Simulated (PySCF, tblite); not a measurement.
# C₇H₁₂BF: infrared bands, NMR shifts, electronic excitations and core binding energies in gas and solvents, part 2 of 3

tblite 0.8.0 and PySCF 2.14.0. Atoms count from 0. The steps go on from the part before.

## 6. Ultraviolet spectrum: PBE0/def2-SVPD

Job settings and geometry (Å):

```
{"job": {"kind": "uv", "xc": "PBE0", "basis": "def2-SVPD", "ip": true}, "charge": 0, "multiplicity": 1}
C      2.693031     1.140004     0.111971
C      1.851898     0.113627     0.047158
C      1.126454    -0.755193     1.047019
C      0.007766    -0.961353    -0.015992
B     -1.247487     0.014252     0.024705
C     -1.226246     1.316839     0.897722
C     -2.498900    -0.336888    -0.852511
C      1.013936    -0.434038    -1.074556
F      0.542062     0.469387    -1.997658
H      3.120271     1.468731     1.063402
H      2.964507     1.696279    -0.789363
H      0.846599    -0.279281     1.999116
H      1.670628    -1.687157     1.271718
H     -0.302896    -2.003651    -0.187582
H     -1.958288     2.075776     0.584558
H     -0.231296     1.777168     0.993549
H     -1.519419     0.998486     1.918613
H     -2.626015    -1.405556    -1.081147
H     -2.303777     0.170846    -1.819030
H     -3.444676     0.080186    -0.474146
H      1.510206    -1.246708    -1.634548
```

Method: TDDFT PBE0/def2-SVPD, vertical, gas phase, core orbitals frozen in the response.

Standard output:

```text
coarse grid: 17216 points
cycle   1  E = -397.7422795825  dE =  8.919e-01  |g| = 6.135e-01  |ddm| = 7.801e+00
cycle   2  E = -397.7090397416  dE =  3.324e-02  |g| = 7.569e-01  |ddm| = 2.310e+00
cycle   3  E = -397.8301192707  dE = -1.211e-01  |g| = 9.429e-02  |ddm| = 1.273e+00
cycle   4  E = -397.8315698601  dE = -1.451e-03  |g| = 4.135e-02  |ddm| = 2.274e-01
cycle   5  E = -397.8319268132  dE = -3.570e-04  |g| = 1.255e-02  |ddm| = 1.117e-01
cycle   6  E = -397.8319625440  dE = -3.573e-05  |g| = 3.701e-03  |ddm| = 3.548e-02
cycle   7  E = -397.8319658356  dE = -3.292e-06  |g| = 7.032e-04  |ddm| = 7.645e-03
final grid: 165736 points
cycle   8  E = -397.8907889481  dE = -6.165e-05  |g| = 9.535e-03  |ddm| = 2.987e-01
cycle   9  E = -397.8907792859  dE =  9.662e-06  |g| = 1.186e-02  |ddm| = 4.383e-02
cycle  10  E = -397.8908114197  dE = -3.213e-05  |g| = 1.633e-03  |ddm| = 2.213e-02
cycle  11  E = -397.8908119303  dE = -5.106e-07  |g| = 3.201e-04  |ddm| = 3.781e-03
cycle  12  E = -397.8908119503  dE = -2.000e-08  |g| = 1.569e-04  |ddm| = 8.761e-04
cycle  13  E = -397.8908119561  dE = -5.825e-09  |g| = 3.545e-05  |ddm| = 4.098e-04
cycle  14  E = -397.8908119564  dE = -2.779e-10  |g| = 7.463e-06  |ddm| = 1.243e-04
converged SCF energy = -397.8908119564

Static polarisability (au): isotropic 96.298, principal 86.363 89.450 113.081

Singlet excitations
state   eV       nm        f      main configurations
  1   5.7292    216.4   0.00707   H->L 0.78, H->L+1 0.13
  2   6.2748    197.6   0.00419   H-1->L 0.73, H-1->L+1 0.17
  3   6.4545    192.1   0.16827   H->L+1 0.63, H->L 0.16, H-2->L+1 0.13
  4   6.5413    189.5   0.00104   H-2->L 0.71, H->L+1 0.12
  5   6.8603    180.7   0.00766   H-3->L 0.47, H-1->L+1 0.31, H-1->L 0.12
  6   6.9822    177.6   0.01258   H->L+2 0.83, H->L+3 0.13
  7   7.2270    171.6   0.00084   H-3->L 0.38, H-1->L+1 0.35, H-2->L+1 0.11
  8   7.3507    168.7   0.13154   H-2->L+1 0.46, H-2->L 0.10, H-4->L 0.10
  9   7.4089    167.3   0.00297   H->L+3 0.69, H->L+2 0.10, H->L+4 0.09
 10   7.4276    166.9   0.01167   H-3->L+1 0.41, H-4->L 0.30, H-5->L 0.10

Triplet excitations (Tamm-Dancoff, eV): 4.0819 5.4305 5.7710 6.3108
Vertical ionisation energy (delta-SCF) = 9.2077 eV
```

It took 9.9 min on 1 thread of Arm Neoverse N1, shared host; peak memory 1.2 GiB.

The orbitals next to the gap, with their largest atomic shares:

| orbital | eV | atoms |
| --- | --- | --- |
| HOMO−3 | -9.03 | C1 17 %, F8 16 %, C7 15 % |
| HOMO−2 | -8.59 | B4 20 %, C6 20 %, C3 17 % |
| HOMO−1 | -8.44 | C5 20 %, B4 17 %, C3 13 % |
| HOMO | -7.37 | C0 32 %, C1 27 %, C2 6 % |
| LUMO | -0.56 | B4 23 %, C0 10 %, C1 10 % |
| LUMO+1 | -0.13 | B4 21 %, C0 17 %, C1 16 % |
| LUMO+2 | 0.55 | B4 33 %, H16 8 %, C5 7 % |

With each of the 10 states as a Gaussian band of 0.4 eV half-width at 1/e, the curve within the window shown has maxima at 191 nm (ε 7,200), 169 nm (ε 6,300) L/(mol cm). Beyond the last state computed it falls off for lack of states. The curve at chosen wavelengths:

| nm | ε (L/mol/cm) |
| --- | --- |
| 160 | 2551 |
| 163 | 4355 |
| 166 | 5809 |
| 170 | 6193 |
| 173 | 5481 |
| 176 | 4671 |
| 179 | 4408 |
| 183 | 5197 |
| 186 | 6233 |
| 189 | 7049 |
| 192 | 7221 |
| 196 | 6313 |
| 199 | 5073 |
| 202 | 3733 |
| 205 | 2561 |
| 209 | 1451 |
| 212 | 944 |
| 215 | 637 |
| 218 | 454 |
| 222 | 308 |
| 225 | 233 |
| 228 | 173 |
| 231 | 125 |
| 235 | 76 |
| 238 | 50 |
| 241 | 32 |

Further results of this job:

| property | computed |
| --- | --- |
| dipole moment (D) | 1.63 |
| polarisability (Å³) | 14.27 |
| HOMO–LUMO gap (eV) | 6.80 |
| −ε(HOMO) (eV) | 7.37 |

## 7. NMR shieldings: wB97X-D/pcSseg-1

Same as in step 6 but for these lines:

```diff
@@ -1,2 +1,2 @@
-{"job": {"kind": "uv", "xc": "PBE0", "basis": "def2-SVPD", "ip": true}, "charge": 0, "multiplicity": 1}
+{"job": {"kind": "nmr", "xc": "wB97X-D", "basis": "pcSseg-1", "pop": false}, "charge": 0, "multiplicity": 1}
 C      2.693031     1.140004     0.111971
```

Method: GIAO wB97X-D/pcSseg-1 NMR shielding, non-relativistic, gas phase.

Standard output:

```text
coarse grid: 17216 points
cycle   1  E = -398.3132667170  dE =  1.333e+00  |g| = 5.940e-01  |ddm| = 4.011e+00
cycle   2  E = -398.3286715378  dE = -1.540e-02  |g| = 6.195e-01  |ddm| = 9.351e-01
cycle   3  E = -398.3891367454  dE = -6.047e-02  |g| = 7.364e-02  |ddm| = 4.777e-01
cycle   4  E = -398.3900707496  dE = -9.340e-04  |g| = 3.328e-02  |ddm| = 8.378e-02
cycle   5  E = -398.3903321327  dE = -2.614e-04  |g| = 5.774e-03  |ddm| = 3.728e-02
cycle   6  E = -398.3903402876  dE = -8.155e-06  |g| = 2.453e-03  |ddm| = 7.429e-03
final grid: 165736 points
cycle   7  E = -398.4527991761  dE = -2.934e-04  |g| = 8.057e-03  |ddm| = 6.065e-02
cycle   8  E = -398.4528022445  dE = -3.068e-06  |g| = 8.267e-03  |ddm| = 1.797e-02
cycle   9  E = -398.4528142244  dE = -1.198e-05  |g| = 1.035e-03  |ddm| = 6.728e-03
cycle  10  E = -398.4528144363  dE = -2.119e-07  |g| = 5.519e-04  |ddm| = 1.666e-03
cycle  11  E = -398.4528145106  dE = -7.427e-08  |g| = 6.833e-05  |ddm| = 6.450e-04
cycle  12  E = -398.4528145128  dE = -2.222e-09  |g| = 3.261e-05  |ddm| = 1.645e-04
cycle  13  E = -398.4528145132  dE = -3.959e-10  |g| = 1.003e-05  |ddm| = 6.209e-05
converged SCF energy = -398.4528145132

GIAO shielding tensors (ppm)
atom      isotropic    diamagn.    paramagn.     s11        s22        s33       span
  0 C       68.108     252.938    -184.830    -45.567     82.937    166.955    212.522
  1 C       25.039     268.737    -243.698    -88.510     29.841    133.787    222.297
  2 C      157.621     249.805     -92.184    147.259    155.463    170.141     22.882
  3 C      146.869     254.468    -107.599    124.434    144.312    171.862     47.428
  4 B       17.662     187.105    -169.443    -40.994    -25.967    119.948    160.942
  5 C      171.205     254.413     -83.208    152.050    177.035    184.530     32.479
  6 C      166.605     253.710     -87.106    148.859    166.291    184.664     35.804
  7 C       92.753     244.111    -151.358     58.467     82.169    137.624     79.158
  8 F      368.113     477.716    -109.602    336.943    379.199    388.197     51.254
  9 H       26.012      29.434      -3.423     22.492     25.399     30.145      7.653
 10 H       25.751      29.742      -3.992     22.147     24.754     30.352      8.205
 11 H       28.969      32.515      -3.545     25.573     28.103     33.232      7.659
 12 H       29.175      30.136      -0.961     25.310     27.014     35.202      9.892
 13 H       29.004      33.801      -4.797     24.928     28.679     33.406      8.478
 14 H       30.364      30.799      -0.435     26.757     29.029     35.306      8.549
 15 H       29.927      33.435      -3.508     25.046     30.009     34.726      9.680
 16 H       31.049      30.427       0.622     26.436     29.887     36.823     10.388
 17 H       30.394      30.932      -0.538     26.263     29.731     35.187      8.923
 18 H       30.573      30.365       0.208     27.707     29.118     34.894      7.187
 19 H       30.281      29.507       0.774     26.258     29.269     35.316      9.058
 20 H       26.030      30.491      -4.461     22.882     26.335     28.874      5.992
```

Run time: 93 s. Hardware: 1 thread of Arm Neoverse N1, shared host; peak memory 1.1 GiB.

Key values: δ C1 159.5, C0 116.4, C7 91.8, C3 37.7, H10 5.63, H9 5.37 ppm.

## 8. Core-electron binding energies: SCAN, X2C

Same as in step 7 but for these lines:

```diff
@@ -1,2 +1,2 @@
-{"job": {"kind": "nmr", "xc": "wB97X-D", "basis": "pcSseg-1", "pop": false}, "charge": 0, "multiplicity": 1}
+{"job": {"kind": "xps"}, "charge": 0, "multiplicity": 1}
 C      2.693031     1.140004     0.111971
```

With the program's defaults for keys left out, this is: delta-SCF UKS SCAN, pcX-2 on the ionised atom, pcseg-1 elsewhere, spin-free X2C.

Standard output:

```text
ground state, core basis on atom 0 (C), 217 functions
  cycle   1  E = -398.43532255  |g| = 7.45e-01
  cycle   2  E = -398.33939404  |g| = 9.81e-01
  cycle   3  E = -398.56980871  |g| = 1.29e-01
  cycle   4  E = -398.57251846  |g| = 5.70e-02
  cycle   5  E = -398.57310570  |g| = 2.24e-02
  cycle   6  E = -398.57322102  |g| = 7.38e-03
  cycle   7  E = -398.57323480  |g| = 2.33e-03
  cycle   8  E = -398.57323469  |g| = 5.27e-04
  cycle   9  E = -398.57323384  |g| = 1.52e-04
  E(ground) = -398.58683207 Eh
hole in C 1s of atom 0
  cycle   1  E = -387.33053681  |g| = 1.51e+00
  cycle   2  E = -385.47164836  |g| = 2.15e+00
  cycle   3  E = -387.61087821  |g| = 7.19e-01
  cycle   4  E = -387.84801543  |g| = 3.76e-01
  cycle   5  E = -387.90111100  |g| = 1.77e-01
  cycle   6  E = -387.91385973  |g| = 5.88e-02
  cycle   7  E = -387.91533453  |g| = 1.65e-02
  cycle   8  E = -387.91542781  |g| = 8.10e-03
  cycle   9  E = -387.91546771  |g| = 2.54e-03
  cycle  10  E = -387.91547614  |g| = 1.62e-03
  cycle  11  E = -387.91548086  |g| = 9.53e-04
  cycle  12  E = -387.91548105  |g| = 3.47e-04
  E(ion) = -387.92868787 Eh   <S^2> = 0.7837   hole on atom = 1.000   binding energy = 290.023 eV
ground state, core basis on atom 1 (C), 217 functions
  cycle   1  E = -398.57443732  |g| = 6.29e-02
  cycle   2  E = -398.57374754  |g| = 5.91e-02
  cycle   3  E = -398.57420716  |g| = 4.18e-02
  cycle   4  E = -398.57465249  |g| = 9.65e-03
  cycle   5  E = -398.57467392  |g| = 1.32e-03
  cycle   6  E = -398.57467514  |g| = 3.79e-04
  E(ground) = -398.58867099 Eh
hole in C 1s of atom 1
  cycle   1  E = -387.31464998  |g| = 1.52e+00
  cycle   2  E = -384.67057663  |g| = 2.45e+00
  cycle   3  E = -387.57086038  |g| = 7.20e-01
  cycle   4  E = -387.81324204  |g| = 4.28e-01
  cycle   5  E = -387.88319981  |g| = 1.78e-01
  cycle   6  E = -387.89710631  |g| = 6.60e-02
  cycle   7  E = -387.89945520  |g| = 1.76e-02
  cycle   8  E = -387.89963516  |g| = 1.27e-02
  cycle   9  E = -387.89976858  |g| = 5.76e-03
  cycle  10  E = -387.89987181  |g| = 4.71e-03
  cycle  11  E = -387.89993344  |g| = 3.43e-03
  cycle  12  E = -387.89997369  |g| = 1.80e-03
  cycle  13  E = -387.89998185  |g| = 8.07e-04
  cycle  14  E = -387.89998245  |g| = 4.36e-04
  E(ion) = -387.91293872 Eh   <S^2> = 0.8407   hole on atom = 1.000   binding energy = 290.501 eV
ground state, core basis on atom 2 (C), 217 functions
  cycle   1  E = -398.57269690  |g| = 5.93e-02
  cycle   2  E = -398.57245265  |g| = 3.74e-02
  cycle   3  E = -398.57240286  |g| = 3.92e-02
  cycle   4  E = -398.57279140  |g| = 9.35e-03
  cycle   5  E = -398.57281294  |g| = 5.89e-04
  cycle   6  E = -398.57281310  |g| = 2.35e-04
  E(ground) = -398.58640172 Eh
hole in C 1s of atom 2
  cycle   1  E = -387.31677581  |g| = 1.52e+00
  cycle   2  E = -386.27330479  |g| = 2.05e+00
  cycle   3  E = -387.77282486  |g| = 4.98e-01
  cycle   4  E = -387.80434746  |g| = 4.13e-01
  cycle   5  E = -387.89019573  |g| = 7.94e-02
  cycle   6  E = -387.89272392  |g| = 2.63e-02
  cycle   7  E = -387.89308852  |g| = 6.97e-03
  cycle   8  E = -387.89312663  |g| = 3.00e-03
  cycle   9  E = -387.89313788  |g| = 2.01e-03
  cycle  10  E = -387.89314575  |g| = 1.37e-03
  cycle  11  E = -387.89315350  |g| = 1.01e-03
  cycle  12  E = -387.89315878  |g| = 8.50e-04
  cycle  13  E = -387.89316355  |g| = 7.62e-04
  cycle  14  E = -387.89316959  |g| = 4.33e-04
  E(ion) = -387.90630196 Eh   <S^2> = 0.7750   hole on atom = 1.000   binding energy = 290.620 eV
ground state, core basis on atom 3 (C), 217 functions
  cycle   1  E = -398.57245583  |g| = 5.96e-02
  cycle   2  E = -398.57237626  |g| = 2.80e-02
  cycle   3  E = -398.57243311  |g| = 2.33e-02
  cycle   4  E = -398.57256421  |g| = 3.79e-03
  cycle   5  E = -398.57256840  |g| = 8.40e-04
  cycle   6  E = -398.57256981  |g| = 1.91e-04
  E(ground) = -398.58661118 Eh
hole in C 1s of atom 3
  cycle   1  E = -387.33497613  |g| = 1.52e+00
  cycle   2  E = -386.22658713  |g| = 2.10e+00
  cycle   3  E = -387.81682108  |g| = 4.79e-01
  cycle   4  E = -387.85417674  |g| = 3.76e-01
  cycle   5  E = -387.91378507  |g| = 9.22e-02
  cycle   6  E = -387.91731298  |g| = 3.53e-02
  cycle   7  E = -387.91786465  |g| = 1.12e-02
  cycle   8  E = -387.91790526  |g| = 6.23e-03
  cycle   9  E = -387.91792862  |g| = 1.49e-03
  cycle  10  E = -387.91793091  |g| = 8.79e-04
  cycle  11  E = -387.91793192  |g| = 5.06e-04
  cycle  12  E = -387.91793233  |g| = 3.33e-04
  E(ion) = -387.93097944 Eh   <S^2> = 0.7703   hole on atom = 1.000   binding energy = 289.955 eV
ground state, core basis on atom 4 (B), 217 functions
  cycle   1  E = -398.56504474  |g| = 4.97e-02
  cycle   2  E = -398.56491399  |g| = 3.31e-02
  cycle   3  E = -398.56513955  |g| = 1.75e-02
  cycle   4  E = -398.56522298  |g| = 4.38e-03
  cycle   5  E = -398.56522986  |g| = 1.25e-03
  cycle   6  E = -398.56522654  |g| = 2.16e-04
  E(ground) = -398.58013409 Eh
hole in B 1s of atom 4
  cycle   1  E = -390.96505257  |g| = 1.17e+00
  cycle   2  E = -388.73736393  |g| = 2.14e+00
  cycle   3  E = -391.18065705  |g| = 5.72e-01
  cycle   4  E = -391.36086219  |g| = 2.06e-01
  cycle   5  E = -391.37892637  |g| = 1.05e-01
  cycle   6  E = -391.38376919  |g| = 3.37e-02
  cycle   7  E = -391.38419657  |g| = 1.49e-02
  cycle   8  E = -391.38429893  |g| = 9.29e-03
  cycle   9  E = -391.38435010  |g| = 5.03e-03
  cycle  10  E = -391.38436801  |g| = 3.17e-03
  cycle  11  E = -391.38437947  |g| = 1.45e-03
  cycle  12  E = -391.38438424  |g| = 9.31e-04
  cycle  13  E = -391.38438583  |g| = 7.84e-04
  cycle  14  E = -391.38438771  |g| = 6.71e-04
  cycle  15  E = -391.38439039  |g| = 4.96e-04
  E(ion) = -391.39994347 Eh   <S^2> = 0.8319   hole on atom = 1.000   binding energy = 195.383 eV
ground state, core basis on atom 5 (C), 217 functions
  cycle   1  E = -398.57041801  |g| = 5.69e-02
  cycle   2  E = -398.57037925  |g| = 1.89e-02
  cycle   3  E = -398.57037201  |g| = 1.97e-02
  cycle   4  E = -398.57047402  |g| = 1.79e-03
  cycle   5  E = -398.57047379  |g| = 4.64e-04
  E(ground) = -398.58422516 Eh
hole in C 1s of atom 5
  cycle   1  E = -387.35867804  |g| = 1.50e+00
  cycle   2  E = -386.79090081  |g| = 1.72e+00
  cycle   3  E = -387.87705619  |g| = 3.17e-01
  cycle   4  E = -387.91336529  |g| = 1.12e-01
  cycle   5  E = -387.91930509  |g| = 4.40e-02
  cycle   6  E = -387.92006376  |g| = 1.78e-02
  cycle   7  E = -387.92017300  |g| = 7.74e-03
  cycle   8  E = -387.92019865  |g| = 4.11e-03
  cycle   9  E = -387.92020715  |g| = 1.21e-03
  cycle  10  E = -387.92020768  |g| = 6.61e-04
  cycle  11  E = -387.92020812  |g| = 2.66e-04
  E(ion) = -387.93301194 Eh   <S^2> = 0.7662   hole on atom = 1.000   binding energy = 289.834 eV
ground state, core basis on atom 7 (C), 217 functions
  cycle   1  E = -398.57679319  |g| = 5.89e-02
  cycle   2  E = -398.57673080  |g| = 2.51e-02
  cycle   3  E = -398.57664969  |g| = 3.07e-02
  cycle   4  E = -398.57687563  |g| = 8.04e-03
  cycle   5  E = -398.57689152  |g| = 7.31e-04
  cycle   6  E = -398.57689306  |g| = 2.35e-04
  E(ground) = -398.59011965 Eh
hole in C 1s of atom 7
  cycle   1  E = -387.24744309  |g| = 1.51e+00
  cycle   2  E = -383.74262457  |g| = 2.82e+00
  cycle   3  E = -387.48696203  |g| = 8.56e-01
  cycle   4  E = -387.74068834  |g| = 4.73e-01
  cycle   5  E = -387.81290163  |g| = 1.37e-01
  cycle   6  E = -387.81844794  |g| = 5.21e-02
  cycle   7  E = -387.81988024  |g| = 1.03e-02
  cycle   8  E = -387.81992262  |g| = 7.95e-03
  cycle   9  E = -387.81995411  |g| = 3.49e-03
  cycle  10  E = -387.81996587  |g| = 1.81e-03
  cycle  11  E = -387.81997164  |g| = 1.08e-03
  cycle  12  E = -387.81997520  |g| = 8.31e-04
  cycle  13  E = -387.81997809  |g| = 6.93e-04
  cycle  14  E = -387.81998211  |g| = 5.77e-04
  cycle  15  E = -387.81998529  |g| = 3.22e-04
  E(ion) = -387.83342347 Eh   <S^2> = 0.7765   hole on atom = 1.000   binding energy = 292.705 eV
ground state, core basis on atom 8 (F), 217 functions
  cycle   1  E = -398.61597446  |g| = 1.17e-01
  cycle   2  E = -398.61562656  |g| = 6.03e-02
  cycle   3  E = -398.61555504  |g| = 6.52e-02
  cycle   4  E = -398.61615068  |g| = 6.08e-03
  cycle   5  E = -398.61615720  |g| = 1.32e-03
  cycle   6  E = -398.61615844  |g| = 3.14e-04
  E(ground) = -398.63191214 Eh
hole in F 1s of atom 8
  cycle   1  E = -372.27246465  |g| = 2.58e+00
  cycle   2  E = -371.61512675  |g| = 2.40e+00
  cycle   3  E = -372.87741869  |g| = 7.54e-01
  cycle   4  E = -373.05794647  |g| = 4.69e-01
  cycle   5  E = -373.15962964  |g| = 1.74e-01
  cycle   6  E = -373.17439448  |g| = 7.10e-02
  cycle   7  E = -373.17690206  |g| = 6.96e-03
  cycle   8  E = -373.17691572  |g| = 4.19e-03
  cycle   9  E = -373.17692499  |g| = 1.52e-03
  cycle  10  E = -373.17692605  |g| = 5.18e-04
  cycle  11  E = -373.17692590  |g| = 2.80e-04
  E(ion) = -373.19864144 Eh   <S^2> = 0.7575   hole on atom = 1.000   binding energy = 692.075 eV
```

It took 5.8 min on 1 thread of Arm Neoverse N1, shared host; peak memory 0.7 GiB.

Binding energies by hole, beside the orbital energy of the ground state; the difference holds orbital relaxation and, for a density functional, its self-interaction error:

| hole | stands for | environment | ΔSCF (eV) | −ε (eV) | ⟨S²⟩ |
| --- | --- | --- | --- | --- | --- |
| C1s on C0 | C0 | terminal =CH2 carbon | 290.02 | 273.6 | 0.784 |
| C1s on C1 | C1 | fully substituted alkene carbon | 290.50 | 274.0 | 0.841 |
| C1s on C2 | C2 | allylic sp3 CH2 | 290.62 | 273.9 | 0.775 |
| C1s on C3 | C3 | sp3 CH bonded to B | 289.95 | 273.4 | 0.770 |
| B1s on B4 | B4 | boron bonded to 3 C | 195.38 | 179.9 | 0.832 |
| C1s on C5 | C5, C6 | methyl carbon bonded to B | 289.83 | 272.7 | 0.766 |
| C1s on C7 | C7 | allylic sp3 CH bonded to F | 292.70 | 275.9 | 0.777 |
| F1s on F8 | F8 | fluorine on an sp3 carbon | 692.07 | 666.4 | 0.757 |

Each hole run stands for the others of its class of like atoms.

## 9. NMR shieldings: PBE0/pcSseg-1 in benzene

Same as in step 8 but for these lines:

```diff
@@ -1,2 +1,2 @@
-{"job": {"kind": "xps"}, "charge": 0, "multiplicity": 1}
+{"job": {"kind": "nmr", "xc": "PBE0", "basis": "pcSseg-1", "solvent": "benzene", "pop": true}, "charge": 0, "multiplicity": 1}
 C      2.693031     1.140004     0.111971
```

With the program's defaults for keys left out, this is: GIAO PBE0/pcSseg-1 NMR shielding, non-relativistic, IEF-PCM benzene.

Standard output:

```text
coarse grid: 17216 points
cycle   1  E = -397.9625355161  dE =  9.665e-01  |g| = 6.404e-01  |ddm| = 4.051e+00
cycle   2  E = -397.9346561856  dE =  2.788e-02  |g| = 7.754e-01  |ddm| = 1.199e+00
cycle   3  E = -398.0533612328  dE = -1.187e-01  |g| = 9.213e-02  |ddm| = 6.899e-01
cycle   4  E = -398.0547197474  dE = -1.359e-03  |g| = 4.076e-02  |ddm| = 1.055e-01
cycle   5  E = -398.0550616352  dE = -3.419e-04  |g| = 1.103e-02  |ddm| = 4.113e-02
cycle   6  E = -398.0550873140  dE = -2.568e-05  |g| = 3.575e-03  |ddm| = 1.034e-02
cycle   7  E = -398.0550902772  dE = -2.963e-06  |g| = 5.625e-04  |ddm| = 3.168e-03
final grid: 165736 points
cycle   8  E = -398.1143561451  dE = -5.854e-05  |g| = 9.477e-03  |ddm| = 4.292e-02
cycle   9  E = -398.1143482326  dE =  7.912e-06  |g| = 1.157e-02  |ddm| = 1.874e-02
cycle  10  E = -398.1143782913  dE = -3.006e-05  |g| = 1.623e-03  |ddm| = 1.058e-02
cycle  11  E = -398.1143787607  dE = -4.695e-07  |g| = 3.096e-04  |ddm| = 1.535e-03
cycle  12  E = -398.1143787792  dE = -1.846e-08  |g| = 1.396e-04  |ddm| = 3.243e-04
cycle  13  E = -398.1143787835  dE = -4.258e-09  |g| = 2.954e-05  |ddm| = 1.341e-04
cycle  14  E = -398.1143787836  dE = -1.794e-10  |g| = 5.211e-06  |ddm| = 3.229e-05
converged SCF energy = -398.1143787836

GIAO shielding tensors (ppm)
atom      isotropic    diamagn.    paramagn.     s11        s22        s33       span
  0 C       69.217     252.916    -183.699    -42.076     82.349    167.380    209.456
  1 C       24.232     268.169    -243.937    -87.443     27.379    132.760    220.203
  2 C      156.774     249.826     -93.052    145.977    154.641    169.703     23.726
  3 C      145.518     253.686    -108.168    122.004    143.277    171.273     49.269
  4 B       12.768     187.455    -174.687    -47.679    -33.408    119.389    167.068
  5 C      170.420     254.301     -83.881    149.608    176.934    184.718     35.110
  6 C      165.518     253.661     -88.142    146.341    165.875    184.340     37.999
  7 C       91.804     244.338    -152.534     57.998     81.630    135.786     77.788
  8 F      364.735     477.784    -113.049    331.642    376.331    386.233     54.591
  9 H       25.829      29.266      -3.437     22.373     25.226     29.889      7.515
 10 H       25.601      29.629      -4.028     22.030     24.617     30.155      8.125
 11 H       28.715      32.233      -3.517     25.319     27.860     32.967      7.648
 12 H       28.907      29.915      -1.008     25.028     26.736     34.957      9.929
 13 H       28.697      33.500      -4.803     24.617     28.432     33.043      8.426
 14 H       30.208      30.678      -0.470     26.678     28.934     35.013      8.336
 15 H       29.775      33.129      -3.354     24.930     29.870     34.526      9.596
 16 H       30.815      30.195       0.620     26.149     29.648     36.647     10.498
 17 H       30.182      30.804      -0.622     26.115     29.528     34.903      8.788
 18 H       30.477      30.224       0.254     27.671     29.027     34.734      7.064
 19 H       30.071      29.451       0.620     26.106     29.074     35.032      8.925
 20 H       25.728      30.263      -4.535     22.606     25.987     28.590      5.984
```

Run time: 84 s. Hardware: 1 thread of Arm Neoverse N1, shared host; peak memory 1.3 GiB.

This run: δ C1 160.6, C0 115.7, C7 93.1, C3 39.4, H10 5.65, H20 5.53 ppm.

(Continued in part 3 of 3.)
